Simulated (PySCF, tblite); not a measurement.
# C5H12Si2: dynamics, then NMR shifts on frames

How do NMR shifts of C5H12Si2 (`C=C(C)[SiH]1C[SiH2]C1`) change as the atoms move?

Computed with tblite 0.8.0 and PySCF 2.14.0, with density-fitted response routines of our own, on a single molecule in the gas phase. Atoms are numbered from 0 throughout.

## (1) Starting geometry

19 atoms, charge 0, multiplicity 1; geometry from: GFN2-xTB.

Bonds of the start (Å): C0–C1 1.33, C1–C2 1.50, C1–Si3 1.89, Si3–C4 1.92, C4–Si5 1.92, Si5–C6 1.92, C6–Si3 1.92, C0–H7 1.08, C0–H8 1.08, C2–H9 1.09, C2–H10 1.09, C2–H11 1.09, Si3–H12 1.47, C4–H13 1.09, C4–H14 1.09, Si5–H15 1.47, Si5–H16 1.46, C6–H17 1.09, C6–H18 1.09.

## (2) Dynamics with GFN2-xTB

Job settings and geometry (Å):

```
{"job": {"kind": "md", "xc": "GFN2-xTB", "basis": "xTB", "temperature": 400, "steps": 2000, "every": 50, "frames": 5}, "charge": 0, "multiplicity": 1}
C     -1.937569     1.896290    -0.793407
C     -1.241878     0.805853    -0.503889
C     -1.770927    -0.560038    -0.819114
Si     0.459063     0.885764     0.310982
C      0.672263    -0.374299     1.748428
Si     1.830697    -1.481556     0.696110
C      1.791620    -0.116400    -0.648661
H     -1.567982     2.882406    -0.567955
H     -2.907595     1.854233    -1.267800
H     -1.058522    -1.107712    -1.434327
H     -1.910919    -1.127847     0.100067
H     -2.723300    -0.506918    -1.344582
H      0.814227     2.275530     0.627008
H     -0.236801    -0.847547     2.109538
H      1.163089     0.051120     2.619856
H      1.214625    -2.743156     0.274075
H      3.146826    -1.748107     1.280525
H      2.735344     0.413458    -0.745759
H      1.517936    -0.441824    -1.648556
```

Level: GFN2-xTB Langevin dynamics, gas phase.

Launch:

```sh
$ OMP_NUM_THREADS=1 python probes_run.py task.json out
```

One launch serves the whole session: the jobs run in the order shown.

The log of the run:

```text
t/fs     T/K      E/eV
    0.0   325.0   -549.73525
   25.0   273.7   -549.35154
   50.0   202.1   -549.28636
   75.0   217.7   -549.19363
  100.0   295.4   -549.14095
  125.0   321.3   -548.87771
  150.0   298.3   -548.95765
  175.0   311.6   -549.09559
  200.0   301.6   -548.92684
  225.0   510.7   -548.89132
  250.0   340.8   -548.61700
  275.0   523.5   -548.90388
  300.0   316.9   -548.59375
  325.0   382.8   -549.00225
  350.0   339.5   -548.91420
  375.0   338.8   -548.92215
  400.0   290.9   -548.76743
  425.0   437.8   -549.00501
  450.0   397.6   -548.85988
  475.0   449.9   -548.94893
  500.0   404.2   -548.79113
  525.0   495.5   -548.88729
  550.0   402.7   -548.91118
  575.0   386.0   -548.93137
  600.0   404.0   -549.00678
  625.0   398.9   -549.04892
  650.0   397.4   -548.85775
  675.0   523.2   -549.05043
  700.0   402.7   -548.67728
  725.0   426.4   -549.01095
  750.0   477.7   -548.79994
  775.0   392.1   -548.62189
  800.0   463.1   -548.83938
  825.0   444.3   -548.83920
  850.0   476.1   -548.83500
  875.0   403.1   -548.58853
  900.0   578.7   -548.86067
  925.0   619.4   -548.86326
  950.0   460.1   -548.73346
  975.0   497.0   -548.77454
 1000.0   422.8   -548.75771
```

Wall time 27 s (1 thread of AMD EPYC 7R43, shared host); peak memory 0.18 GiB.

Distance from the start (root mean square after alignment): 0 fs 0.00 Å, 200 fs 0.51 Å, 400 fs 0.85 Å, 600 fs 0.85 Å, 800 fs 0.83 Å, 1000 fs 0.80 Å.

Positions (Å) and forces (eV/Å) at 1000 fs:

```xyz
19

C    -0.722    2.415   -1.724    0.735    0.509    1.465
C    -0.550    1.302   -1.025    0.163   -1.457   -1.248
C    -0.865   -0.025   -1.742    1.257    0.198    0.124
Si    0.510    1.262    0.549   -0.046   -0.466   -0.406
C     0.015   -0.165    1.682   -0.037   -0.348   -0.135
Si    1.649   -1.168    1.175   -1.409    1.004   -1.691
C     2.286    0.541    0.295   -1.751   -1.030    1.025
H    -0.372    3.264   -1.131   -0.493    0.418   -1.066
H    -1.102    2.466   -2.727   -0.120    0.255    0.134
H    -1.558   -0.625   -1.161    0.029   -0.044   -0.107
H    -1.242    0.158   -2.762   -0.043   -0.044    0.578
H     0.105   -0.598   -1.864   -1.067    0.493    0.267
H     0.596    2.394    1.416   -0.112    1.118    0.151
H    -1.058   -0.410    1.543    0.923   -0.786   -0.107
H     0.059    0.117    2.713    0.177    0.270    0.670
H     1.027   -1.882    0.004    0.600   -0.185    0.451
H     2.467   -1.993    2.056   -0.033    0.190    0.051
H     2.936    1.090    0.941    0.695    0.174   -0.001
H     2.588    0.548   -0.732    0.530   -0.269   -0.155
```

## (3) Shielding tensors: 250 fs, PBE0/pcSseg-1

Job settings and geometry (Å):

```
{"job": {"kind": "nmr", "xc": "PBE0", "basis": "pcSseg-1", "pop": false}, "charge": 0, "multiplicity": 1}
C     -2.148100     1.338600    -0.997900
C     -1.467700     0.251500    -0.651200
C     -1.949400    -1.052900    -1.022200
Si     0.215500     0.234500     0.352400
C      0.496400    -0.945100     1.835600
Si     1.954200    -1.776800     0.886100
C      1.506000    -0.804300    -0.659100
H     -1.934400     2.291600    -0.454700
H     -3.060800     1.177500    -1.489400
H     -1.437400    -1.887900    -0.416800
H     -2.937300    -1.012900    -0.905900
H     -1.666900    -1.334500    -2.053300
H      0.459000     1.727900     0.526700
H     -0.467500    -1.553600     2.092700
H      0.685200    -0.446800     2.807200
H      2.049400    -3.248300     0.777400
H      3.132400    -1.395800     1.716500
H      2.404500    -0.307300    -1.077800
H      0.939100    -1.234500    -1.555300
```

Method: GIAO PBE0/pcSseg-1 NMR shielding, non-relativistic, gas phase.

The log of the run:

```text
coarse grid: 16120 points
cycle   1  E = -776.0284817553  dE =  5.121e-01  |g| = 5.473e-01  |ddm| = 3.888e+00
cycle   2  E = -775.9965712550  dE =  3.191e-02  |g| = 6.395e-01  |ddm| = 1.044e+00
cycle   3  E = -776.1064598631  dE = -1.099e-01  |g| = 5.766e-02  |ddm| = 6.386e-01
cycle   4  E = -776.1070922300  dE = -6.324e-04  |g| = 3.463e-02  |ddm| = 9.897e-02
cycle   5  E = -776.1073960250  dE = -3.038e-04  |g| = 9.255e-03  |ddm| = 3.651e-02
cycle   6  E = -776.1074161411  dE = -2.012e-05  |g| = 3.129e-03  |ddm| = 1.033e-02
cycle   7  E = -776.1074187130  dE = -2.572e-06  |g| = 3.735e-04  |ddm| = 3.146e-03
final grid: 144360 points
cycle   8  E = -776.1484610914  dE = -2.465e-05  |g| = 7.279e-03  |ddm| = 2.481e-02
cycle   9  E = -776.1484543263  dE =  6.765e-06  |g| = 8.832e-03  |ddm| = 1.494e-02
cycle  10  E = -776.1484751008  dE = -2.077e-05  |g| = 9.227e-04  |ddm| = 8.457e-03
cycle  11  E = -776.1484752819  dE = -1.811e-07  |g| = 3.561e-04  |ddm| = 1.055e-03
cycle  12  E = -776.1484753138  dE = -3.187e-08  |g| = 7.267e-05  |ddm| = 3.429e-04
cycle  13  E = -776.1484753149  dE = -1.137e-09  |g| = 3.051e-05  |ddm| = 9.360e-05
cycle  14  E = -776.1484753152  dE = -2.485e-10  |g| = 4.410e-06  |ddm| = 3.576e-05
converged SCF energy = -776.1484753152

GIAO shielding tensors (ppm)
atom      isotropic    diamagn.    paramagn.     s11        s22        s33       span
  0 C       53.006     253.676    -200.670    -68.405     81.349    146.076    214.481
  1 C       21.267     267.378    -246.111    -97.155    -11.046    172.001    269.157
  2 C      165.310     249.233     -83.923    147.064    162.162    186.706     39.642
  3 Si     343.234     882.424    -539.191    304.217    348.667    376.816     72.599
  4 C      180.062     260.124     -80.062    156.690    191.202    192.295     35.606
  5 Si     386.567     879.166    -492.599    337.150    357.055    465.495    128.344
  6 C      183.652     259.687     -76.035    160.221    192.921    197.813     37.592
  7 H       25.033      31.280      -6.247     21.740     23.427     29.932      8.191
  8 H       25.982      31.939      -5.957     21.537     25.673     30.736      9.200
  9 H       28.395      30.911      -2.516     23.778     29.516     31.892      8.114
 10 H       31.284      33.053      -1.769     26.653     30.885     36.315      9.663
 11 H       28.909      29.882      -0.973     25.787     26.854     34.086      8.299
 12 H       25.776      31.235      -5.459     22.810     24.765     29.754      6.944
 13 H       28.927      30.148      -1.221     24.965     27.174     34.642      9.678
 14 H       30.211      31.032      -0.821     26.165     26.537     37.931     11.766
 15 H       26.417      27.772      -1.355     23.212     23.958     32.082      8.870
 16 H       26.266      28.181      -1.915     23.120     24.439     31.238      8.118
 17 H       30.241      30.733      -0.491     25.807     27.163     37.754     11.947
 18 H       29.306      31.714      -2.408     24.439     28.656     34.823     10.385
```

It took 33 s on 1 thread of AMD EPYC 7R43, shared host; peak memory 0.86 GiB.

The references, computed at this level on geometries of the same kind, shield at (ppm): ¹H TMS 31.72, ¹³C TMS 186.9, ²⁹Si TMS 349.2. Their shielding less the atom's gives the shift. The references are single molecules in the gas phase. Each atom is listed at this fixed geometry, with no averaging over motion; a spectrum would average atoms that exchange fast.

```
atoms                                                environment  σ (ppm)  δ (ppm)
   C1                            fully substituted alkene carbon     21.3    165.7
   C0                                       terminal =CH2 carbon     53.0    133.9
   C2                                      allylic methyl carbon    165.3     21.6
   C4                                     sp3 CH2 bonded to 2 Si    180.1      6.9
   C6                                     sp3 CH2 bonded to 2 Si    183.7      3.3
   H7                         hydrogen on a terminal =CH2 carbon    25.03     6.68
  H12  hydrogen on a silicon bonded to 3 C, in a 4-membered ring    25.78     5.94
   H8                         hydrogen on a terminal =CH2 carbon    25.98     5.74
  H16  hydrogen on a silicon bonded to 2 C, in a 4-membered ring    26.27     5.45
  H15  hydrogen on a silicon bonded to 2 C, in a 4-membered ring    26.42     5.30
   H9                       hydrogen on an allylic methyl carbon    28.40     3.32
  H11                       hydrogen on an allylic methyl carbon    28.91     2.81
  H13                      hydrogen on an sp3 CH2 bonded to 2 Si    28.93     2.79
  H18                      hydrogen on an sp3 CH2 bonded to 2 Si    29.31     2.41
  H14                      hydrogen on an sp3 CH2 bonded to 2 Si    30.21     1.51
  H17                      hydrogen on an sp3 CH2 bonded to 2 Si    30.24     1.48
  H10                       hydrogen on an allylic methyl carbon    31.28     0.43
  Si3             silicon bonded to 3 C, H, in a 4-membered ring    343.2      5.9
  Si5           silicon bonded to 2 C, 2 H, in a 4-membered ring    386.6    -37.4
```

Ring of atoms Si3, C4, Si5, C6: NICS(0) 0.0, NICS(1) -1.1, NICS(1)zz 3.8 ppm (means of both faces).

## (4) NMR shieldings: 425 fs, PBE0/pcSseg-1

Job settings and geometry (Å):

```
{"job": {"kind": "nmr", "xc": "PBE0", "basis": "pcSseg-1", "pop": false}, "charge": 0, "multiplicity": 1}
C     -1.919000     1.153500    -0.862900
C     -1.314300     0.005800    -0.524900
C     -2.199900    -1.170600    -0.277100
Si     0.429200    -0.019700     0.162800
C      0.565400    -1.088400     1.689800
Si     2.282900    -1.876000     1.082100
C      1.898600    -0.970300    -0.598800
H     -1.421500     2.063100    -0.890200
H     -2.990500     1.101800    -1.055500
H     -2.364300    -1.374500     0.846200
H     -3.202700    -1.007400    -0.614500
H     -1.784300    -2.088700    -0.720500
H      0.771000     1.317900     0.468100
H     -0.228600    -1.848800     1.826200
H      0.686500    -0.560500     2.680000
H      2.563700    -3.277800     1.412100
H      3.304700    -1.067300     1.739900
H      2.853700    -0.431800    -0.763700
H      1.718900    -1.558300    -1.425700
```

With the program's defaults for keys left out, this is: GIAO PBE0/pcSseg-1 NMR shielding, non-relativistic, gas phase.

The log of the run:

```text
coarse grid: 16120 points
cycle   1  E = -776.0346007721  dE =  5.436e-01  |g| = 5.612e-01  |ddm| = 3.892e+00
cycle   2  E = -775.9850581462  dE =  4.954e-02  |g| = 6.929e-01  |ddm| = 1.188e+00
cycle   3  E = -776.1172496167  dE = -1.322e-01  |g| = 7.106e-02  |ddm| = 7.669e-01
cycle   4  E = -776.1183985073  dE = -1.149e-03  |g| = 3.492e-02  |ddm| = 1.114e-01
cycle   5  E = -776.1186939456  dE = -2.954e-04  |g| = 1.174e-02  |ddm| = 3.612e-02
cycle   6  E = -776.1187272126  dE = -3.327e-05  |g| = 3.116e-03  |ddm| = 1.108e-02
cycle   7  E = -776.1187297447  dE = -2.532e-06  |g| = 4.178e-04  |ddm| = 3.362e-03
final grid: 144360 points
cycle   8  E = -776.1600569681  dE = -2.959e-05  |g| = 7.690e-03  |ddm| = 2.767e-02
cycle   9  E = -776.1600493412  dE =  7.627e-06  |g| = 9.328e-03  |ddm| = 1.608e-02
cycle  10  E = -776.1600725337  dE = -2.319e-05  |g| = 1.012e-03  |ddm| = 9.240e-03
cycle  11  E = -776.1600727696  dE = -2.359e-07  |g| = 3.531e-04  |ddm| = 1.178e-03
cycle  12  E = -776.1600728005  dE = -3.093e-08  |g| = 9.421e-05  |ddm| = 3.406e-04
cycle  13  E = -776.1600728026  dE = -2.057e-09  |g| = 2.924e-05  |ddm| = 9.903e-05
cycle  14  E = -776.1600728028  dE = -2.181e-10  |g| = 4.707e-06  |ddm| = 3.516e-05
converged SCF energy = -776.1600728028

GIAO shielding tensors (ppm)
atom      isotropic    diamagn.    paramagn.     s11        s22        s33       span
  0 C       43.417     253.762    -210.345    -78.845     70.031    139.064    217.909
  1 C       30.952     261.954    -231.003    -93.735     10.663    175.926    269.661
  2 C      155.290     246.446     -91.156    137.069    147.990    180.810     43.740
  3 Si     368.855     882.179    -513.324    346.849    367.944    391.772     44.923
  4 C      180.433     257.178     -76.745    152.939    190.130    198.230     45.291
  5 Si     391.481     880.520    -489.039    342.942    387.665    443.837    100.895
  6 C      183.637     255.783     -72.146    146.527    196.590    207.792     61.265
  7 H       26.200      33.745      -7.545     21.610     25.503     31.487      9.877
  8 H       25.153      30.860      -5.707     21.042     24.458     29.960      8.918
  9 H       27.967      28.956      -0.989     23.622     28.094     32.186      8.564
 10 H       29.988      30.367      -0.379     26.659     28.630     34.675      8.016
 11 H       29.183      29.691      -0.508     24.976     28.667     33.905      8.930
 12 H       27.193      32.764      -5.571     23.723     26.283     31.572      7.849
 13 H       30.154      32.126      -1.972     25.895     29.132     35.436      9.541
 14 H       29.876      30.431      -0.555     25.650     26.770     37.208     11.558
 15 H       26.758      28.582      -1.825     23.657     24.318     32.298      8.642
 16 H       27.175      30.258      -3.084     24.683     24.911     31.930      7.248
 17 H       29.746      30.068      -0.323     24.850     27.534     36.853     12.003
 18 H       32.189      32.868      -0.679     28.195     29.408     38.963     10.768
```

It took 32 s on 1 thread of AMD EPYC 7R43, shared host; peak memory 0.84 GiB.

In short: δ C1 156.0, C0 143.5, C2 31.6, C4 6.5, H8 6.56, H7 5.52 ppm.

## (5) Nuclear shieldings: 625 fs, PBE0/pcSseg-1

Job settings and geometry (Å):

```
{"job": {"kind": "nmr", "xc": "PBE0", "basis": "pcSseg-1", "pop": false}, "charge": 0, "multiplicity": 1}
C     -1.270300     1.932700    -0.811100
C     -0.962700     0.703600    -0.441500
C     -1.688100    -0.427700    -1.106000
Si     0.492600     0.513600     0.733300
C      0.742400    -0.823700     2.062900
Si     2.458000    -1.268200     1.469300
C      2.010000    -0.260500    -0.128200
H     -0.724700     2.857100    -0.570700
H     -2.101500     2.041100    -1.541900
H     -1.916900    -0.206900    -2.174100
H     -1.163000    -1.310800    -0.914600
H     -2.718500    -0.583400    -0.664900
H      0.932500     1.797000     1.244800
H      0.068100    -1.692900     1.991600
H      0.559100    -0.455700     3.150400
H      2.868000    -2.625700     1.285100
H      3.511400    -0.431600     2.173500
H      2.804300     0.464500    -0.316300
H      1.858300    -0.893000    -0.935900
```

With the program's defaults for keys left out, this is: GIAO PBE0/pcSseg-1 NMR shielding, non-relativistic, gas phase.

The log of the run:

```text
coarse grid: 16120 points
cycle   1  E = -776.0320229936  dE =  5.704e-01  |g| = 5.822e-01  |ddm| = 3.899e+00
cycle   2  E = -775.9765290160  dE =  5.549e-02  |g| = 7.238e-01  |ddm| = 1.271e+00
cycle   3  E = -776.1203940590  dE = -1.439e-01  |g| = 7.401e-02  |ddm| = 8.232e-01
cycle   4  E = -776.1216022628  dE = -1.208e-03  |g| = 3.626e-02  |ddm| = 1.144e-01
cycle   5  E = -776.1219201263  dE = -3.179e-04  |g| = 1.150e-02  |ddm| = 3.705e-02
cycle   6  E = -776.1219517437  dE = -3.162e-05  |g| = 3.032e-03  |ddm| = 1.121e-02
cycle   7  E = -776.1219541322  dE = -2.388e-06  |g| = 4.356e-04  |ddm| = 3.368e-03
final grid: 144360 points
cycle   8  E = -776.1625619930  dE = -2.982e-05  |g| = 7.568e-03  |ddm| = 2.696e-02
cycle   9  E = -776.1625547397  dE =  7.253e-06  |g| = 9.173e-03  |ddm| = 1.551e-02
cycle  10  E = -776.1625771538  dE = -2.241e-05  |g| = 9.163e-04  |ddm| = 8.989e-03
cycle  11  E = -776.1625773439  dE = -1.901e-07  |g| = 3.428e-04  |ddm| = 1.152e-03
cycle  12  E = -776.1625773729  dE = -2.902e-08  |g| = 7.509e-05  |ddm| = 3.029e-04
cycle  13  E = -776.1625773742  dE = -1.231e-09  |g| = 2.838e-05  |ddm| = 8.919e-05
cycle  14  E = -776.1625773744  dE = -2.124e-10  |g| = 4.308e-06  |ddm| = 3.195e-05
converged SCF energy = -776.1625773744

GIAO shielding tensors (ppm)
atom      isotropic    diamagn.    paramagn.     s11        s22        s33       span
  0 C       45.016     252.984    -207.968    -72.989     69.403    138.635    211.625
  1 C       35.727     261.625    -225.899    -86.482     21.811    171.850    258.333
  2 C      164.101     247.172     -83.072    144.711    158.583    189.008     44.297
  3 Si     363.349     881.969    -518.619    320.839    376.826    392.384     71.545
  4 C      182.667     258.925     -76.258    156.192    191.332    200.476     44.284
  5 Si     394.782     880.961    -486.179    369.209    387.517    427.619     58.410
  6 C      186.855     255.950     -69.095    154.324    197.901    208.340     54.016
  7 H       25.091      30.668      -5.577     21.859     23.841     29.573      7.714
  8 H       25.314      29.883      -4.569     22.234     23.661     30.047      7.813
  9 H       28.928      29.805      -0.877     25.305     27.183     34.297      8.992
 10 H       30.472      33.036      -2.564     25.431     31.517     34.469      9.037
 11 H       28.574      28.505       0.069     25.690     25.965     34.067      8.377
 12 H       26.905      31.830      -4.925     23.609     26.075     31.029      7.420
 13 H       30.381      32.343      -1.962     26.985     28.314     35.844      8.859
 14 H       29.377      28.118       1.259     25.096     25.615     37.419     12.322
 15 H       27.325      29.345      -2.019     24.079     24.647     33.250      9.170
 16 H       26.449      28.657      -2.209     23.780     24.277     31.288      7.508
 17 H       30.666      31.220      -0.554     26.401     27.687     37.910     11.509
 18 H       32.155      34.368      -2.213     28.147     30.430     37.889      9.742
```

Run time: 33 s. Hardware: 1 thread of AMD EPYC 7R43, shared host; peak memory 0.95 GiB.

In short: δ C1 151.2, C0 141.9, C2 22.8, C4 4.3, H7 6.63, H8 6.40 ppm.

[end of part 1 of 2]
